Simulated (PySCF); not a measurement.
# HF/3-21G run of KCl (SMILES [Cl][K])

Aim: the vertical singlet–triplet gap of KCl at HF/3-21G, from 2 runs. 

The calculation is run with PySCF 2.14.0.

5 further runs of the same task are left out: 1 that didn't finish, 4 set aside as unsound or not needed.

## Step 1: Starting point

KCl: 2 atoms, total charge 0, spin state singlet. SMILES: `[Cl][K]`. The shape is that of a PBE0-D4/def2-TZVP optimisation.

Bond lengths: Cl1–K2 2.684 Å.

## Step 2: A single-point energy at HF/3-21G

The input, input.xyz:

```xyz
2
ClK
Cl     1.142550    -0.405560     0.575750
K     -1.142550     0.405560    -0.575750
```

The input, run.py:

```python
# [Cl][K]
from pyscf import gto

mol = gto.M(
    atom='input.xyz',
    verbose=4,
    basis='3-21g',
    spin=0,
    charge=0,
    max_memory=1860,
)

hf = mol.RHF()
hf.conv_tol = 1e-10
hf.kernel()
if not hf.converged:
    hf = hf.newton().run(hf.mo_coeff, hf.mo_occ)

etot = hf.e_tot
print('Final energy', etot)
```

Run with:

```sh
OMP_NUM_THREADS=1 python run.py
```

The program printed:

```text
PySCF version 2.14.0

[INPUT] num. atoms = 2
[INPUT] num. electrons = 36
[INPUT] charge = 0
[INPUT] spin (= nelec alpha-beta = 2S) = 0
[INPUT] symmetry False subgroup None
[INPUT] Mole.unit = angstrom
[INPUT] Symbol           X                Y                Z      unit          X                Y                Z       unit  Magmom
[INPUT]  1 Cl     1.142550000000  -0.405560000000   0.575750000000 AA    2.159106583622  -0.766397327079   1.088009816218 Bohr   0.0
[INPUT]  2 K     -1.142550000000   0.405560000000  -0.575750000000 AA   -2.159106583622   0.766397327079  -1.088009816218 Bohr   0.0

nuclear repulsion = 63.6751665838973
number of shells = 16
number of NR pGTOs = 66
number of NR cGTOs = 30
basis = 3-21g
ecp = {}

******** <class 'pyscf.scf.hf.RHF'> ********
method = RHF
initial guess = minao
damping factor = 0
level_shift factor = 0
DIIS = <class 'pyscf.scf.diis.CDIIS'>
diis_start_cycle = 1
diis_space = 8
diis_damp = 0
SCF conv_tol = 1e-10
SCF conv_tol_grad = None
SCF max_cycles = 50
direct_scf = True
direct_scf_tol = 1e-13
Set gradient conv threshold to 1e-05
Initial guess from minao.
init E= -1052.56122531965
  HOMO = -0.461622542555888  LUMO = -0.0522242237439886  gap/eV = 11.14030
cycle= 1 E= -1053.51012007893  delta_E= -0.949  |g|= 0.305  |ddm|= 0.909
  HOMO = -0.24996445055057  LUMO = -0.0190701313950565  gap/eV = 6.28295
cycle= 2 E= -1053.53649015307  delta_E= -0.0264  |g|= 0.115  |ddm|= 0.607
  HOMO = -0.312617772313828  LUMO = -0.0181121060669642  gap/eV = 8.01391
cycle= 3 E= -1053.53959718157  delta_E= -0.00311  |g|= 0.00492  |ddm|= 0.137
  HOMO = -0.315243184738527  LUMO = -0.0177642935888318  gap/eV = 8.09481
cycle= 4 E= -1053.53961638662  delta_E= -1.92e-05  |g|= 0.00114  |ddm|= 0.0165
  HOMO = -0.315624990123039  LUMO = -0.0176441218316461  gap/eV = 8.10847
cycle= 5 E= -1053.53961781495  delta_E= -1.43e-06  |g|= 0.000133  |ddm|= 0.00481
  HOMO = -0.315662367580933  LUMO = -0.0176361245764183  gap/eV = 8.10971
cycle= 6 E= -1053.53961783783  delta_E= -2.29e-08  |g|= 1.77e-05  |ddm|= 0.000532
  HOMO = -0.315661016005642  LUMO = -0.0176354976297319  gap/eV = 8.10969
cycle= 7 E= -1053.53961783839  delta_E= -5.61e-10  |g|= 3.99e-06  |ddm|= 0.0001
  HOMO = -0.315660716307794  LUMO = -0.0176353127446949  gap/eV = 8.10968
cycle= 8 E= -1053.53961783842  delta_E= -2.96e-11  |g|= 8.4e-07  |ddm|= 1.7e-05
  HOMO = -0.315660788359512  LUMO = -0.0176352937375448  gap/eV = 8.10969
Extra cycle  E= -1053.53961783842  delta_E= -1.36e-12  |g|= 3.79e-07  |ddm|= 2.85e-06
converged SCF energy = -1053.53961783842
Final energy -1053.539617838423
```

Run time: 1.2 s. Hardware: 1 thread of Arm Neoverse N1, shared host; peak memory 0.12 GiB.

## Step 3: The triplet at the same level

The input, input.py:

```python
from pyscf import gto

mol = gto.M(
    atom='Cl 1.142550 -0.405560 0.575750; K -1.142550 0.405560 -0.575750',
    verbose=3,
    spin=2,
    charge=0,
    basis='3-21g',
    max_memory=1860,
)

mf = mol.UHF()
mf.conv_tol = 1e-10
mf.kernel()
if not mf.converged:
    mf = mf.newton().run(mf.mo_coeff, mf.mo_occ)

e_final = mf.e_tot
print('E = %.10f Eh' % e_final)
```

Run with:

```sh
OMP_NUM_THREADS=1 python input.py
```

The program printed:

```text
WARN: HOMO -0.0522242237439886 >= LUMO -0.461622542555888

converged SCF energy = -1053.4018216967  <S^2> = 2.0005327  2S+1 = 3.0003551
E = -1053.4018216967 Eh
```

Wall time 1.2 s (1 thread of Arm Neoverse N1, shared host); peak memory 0.12 GiB.

## Step 4: Summary of results

At HF/3-21G:

| quantity | value |
| --- | --- |
| singlet: total energy | -1053.53962 Eh |
| singlet: dipole moment | 12.06 D |
| singlet: HOMO energy | -8.59 eV |
| singlet: LUMO energy | -0.48 eV |
| singlet: HOMO–LUMO gap | 8.11 eV |
| triplet: total energy | -1053.40182 Eh |
| triplet: dipole moment | 3.66 D |
| triplet: HOMO energy (highest over α and β) | -3.77 eV |
| triplet: LUMO energy (lowest over α and β) | -2.75 eV |
| triplet: ⟨S²⟩ | 2.001 |
| vertical energy of the triplet above the singlet | 3.750 eV |

What this shows: At this shape the triplet lies 3.75 eV (362 kJ/mol) above the singlet.
